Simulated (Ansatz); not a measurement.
# Ba3PrBr: what a guessed cell relaxes into

The task: take a trial cell of Ba3PrBr to zero force and stress.

Computed with Ansatz 0.2.0 (DFT PBE, scalar-relativistic, plane waves, PAW; 4f electrons in the core of a trivalent norm-conserving potential, unless a step's input says otherwise).

### Step 1. Starting point

The structure is hexagonal, space group P6/mmm (No. 191). The conventional cell has a = 6.549 Å, b = 6.549 Å, c = 4.584 Å, α = 90.00°, β = 90.00°, γ = 120.00°. Around Ba (site symmetry mmm) lie 2 Pr at 3.27 Å and 4 Ba at 3.27 Å. Around Pr (site symmetry 6/mmm) lie 2 Br at 2.29 Å. Br (site symmetry 6/mmm) has 2 Pr at 2.29 Å as nearest neighbours.

As a file:

```
Ba Pr Br
1.0
     6.54914    0.00000    0.00000
    -3.27457    5.67172    0.00000
     0.00000    0.00000    4.58358
Ba Pr Br
3 1 1
Cartesian
  3.2746 0.0000 0.0000
  -1.6373 2.8359 0.0000
  1.6373 2.8359 0.0000
  0.0000 0.0000 0.0000
  0.0000 0.0000 2.2918
```

Recipe of the guess: random cell by space group and Wyckoff sites (P6/mmm, No. 191). The dimensions are guesses.

### Step 2. The guess as it stands, on a coarse mesh

The input, input.yaml:

```yaml
crystal:
  lattice:
    - [6.54914018, 0.0, 0.0]
    - [-3.27457009, 5.67172177, 0.0]
    - [0.0, 0.0, 4.58357733]
  atoms:
    - { symbol: Ba, position: [0.5, 0.0, 0.0] }
    - { symbol: Ba, position: [0.0, 0.5, 0.0] }
    - { symbol: Ba, position: [0.5, 0.5, 0.0] }
    - { symbol: Pr, position: [0.0, 0.0, 0.0] }
    - { symbol: Br, position: [0.0, 0.0, 0.5] }
basis:
  ecutwfc: 660
kpoints:
  mp_grid: { grid: [3, 3, 4] }
hamiltonian:
  xc: pbe
  pseudopotentials:
    kind: paw
    azcp: { Pr: "pseudopotentials/pbe/nc/lanthanide_3plus/Pr.nc.azcp" }
scf:
  occupations: { method: gaussian, width: 0.1 }
  lower_state_search: "off"
output:
  forces: true
  stress: true
  eigenvalues: true
```

The run is started by

```
ansatz run input.yaml --threads 1 --pin off --max-ram 2560MiB --backend cpu --events-out ev --progress --plain --runs-dir out
```

The session goes on with these runs: a loose first relaxation; relaxation on the finer mesh.

Before running it: what results should come out? Wanted: conventional cell; volume; energy over the elements; gap on the mesh.

**Answer**, as computed:

| quantity | value |
| --- | --- |
| symmetry at the end (tolerance 0.05 Å) | space group P6/mmm (No. 191) |
| conventional cell | a = 8.433 Å, b = 8.433 Å, c = 5.679 Å, α = 90.00°, β = 90.00°, γ = 120.00° |
| volume | 69.95 Å³/atom |
| energy over the elements | -0.01 eV/atom |
| gap on the mesh | none (metal) |

**Reading.** The space group P6/mmm (No. 191) is kept, and the volume per atom grows by 105.4 % from the first guess. The formation energy of this structure is too near zero to say whether it is bound against the elements. No finished test with a distortion of lower symmetry is shown, so the end may be a saddle point. The runs treat Pr without spin-orbit coupling. The lanthanide's 4f electrons sit in the core of its potential, so it is trivalent by construction and shows no f bands or moments.
